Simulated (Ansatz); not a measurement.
**C₃H₆SSe: up Jacob's ladder to CCSD(T)**

The task here is to estimate one member of a computed series from the others.

The runs use Ansatz 0.2.0, Gaussian basis; functionals in def2-TZVPP, the program's frozen cores in correlated methods.

The runs, in order: PBE-D4, r2SCAN-D4, PBE0-D4, B3LYP-D4, ωB97X-V, ωB97M-V, B2PLYP; CCSD(T)/def2-TZVPP; MP2/def2-QZVPP; extrapolation to the limit.

## The relaxed structure

The geometry comes from an earlier relaxation with PBE0-D4 in a triple-zeta def2 set; it is a stationary point, not always the lowest conformer.

11 atoms, charge 0, spin multiplicity 1.

Atoms are counted from 1 here; the program's logs count them from 0.

Bond lengths: C1–C2 1.490 Å, C1–H6 1.094 Å, C1–H7 1.093 Å, C1–H8 1.091 Å, C2–S3 1.766 Å, C2–C4 1.334 Å, S3–H9 1.345 Å, C4–Se5 1.897 Å, C4–H10 1.084 Å, Se5–H11 1.468 Å. Angles: C2–C1–H6 111.1°, C2–C1–H7 110.7°, C2–C1–H8 110.9°, H6–C1–H7 107.0°, H6–C1–H8 108.7°, H7–C1–H8 108.3°, C1–C2–S3 117.5°, C1–C2–C4 125.8°, S3–C2–C4 116.4°, C2–S3–H9 97.1°, C2–C4–Se5 127.0°, C2–C4–H10 120.4°, Se5–C4–H10 112.6°, C4–Se5–H11 96.8°.

Set-up of the first run:

in.yaml

```yaml
crystal:
  periodic: [false, false, false]
  atoms:
    - {symbol: C, position_ang: [-0.915267, -0.199463, 0.651297]}
    - {symbol: C, position_ang: [0.481995, 0.079966, 0.216543]}
    - {symbol: S, position_ang: [1.620591, 0.643853, 1.443657]}
    - {symbol: C, position_ang: [0.928375, 0.052999, -1.040246]}
    - {symbol: Se, position_ang: [-0.095394, -0.239194, -2.609766]}
    - {symbol: H, position_ang: [-1.468506, 0.730030, 0.818024]}
    - {symbol: H, position_ang: [-0.922996, -0.748705, 1.595956]}
    - {symbol: H, position_ang: [-1.444457, -0.793474, -0.095760]}
    - {symbol: H, position_ang: [1.240246, -0.197785, 2.421087]}
    - {symbol: H, position_ang: [1.975688, 0.232543, -1.254001]}
    - {symbol: H, position_ang: [-1.334876, 0.382132, -2.126291]}
basis:
  gaussian: {orbitals: def2-TZVPP}
hamiltonian: {xc: pbe, dispersion: d4}
output: {forces: true, orbitals: {seedname: orbitals}}
```

On the command line:

```sh
ansatz run in.yaml --threads 4 --pin off --events-out ev --progress --plain --max-ram 10444MiB
```

Steps of the session up to this table: PBE-D4 (GGA); r2SCAN-D4 (meta-GGA); PBE0-D4 (hybrid); B3LYP-D4 (hybrid); ωB97X-V (range-separated); ωB97M-V (range-separated); B2PLYP (double hybrid); CCSD(T) in def2-TZVPP; MP2 in def2-QZVPP.

One of the session's tables, all rows but one given; the rest of the session is left out.

It belongs to the step «Atomisation energies». 

```
            method  atomisation energy (kJ/mol)
            PBE-D4                       4140.3
         r2SCAN-D4                            ?
           PBE0-D4                       4060.7
          B3LYP-D4                       4021.7
           ωB97X-V                       4028.9
           ωB97M-V                       4029.1
            B2PLYP                       3971.8
     HF/def2-TZVPP                       2862.8
    MP2/def2-TZVPP                       3982.9
   CCSD/def2-TZVPP                       3844.1
CCSD(T)/def2-TZVPP                       3919.1
           MP2/CBS                       4089.1
       CCSD(T)/CBS                       4025.2
```

**Question.** Estimate the row for r2SCAN-D4.

**Answer.** atomisation energy (kJ/mol): 4046.1. In the column «atomisation energy (kJ/mol)» it lies between ωB97M-V (4029.1) and PBE0-D4 (4060.7).
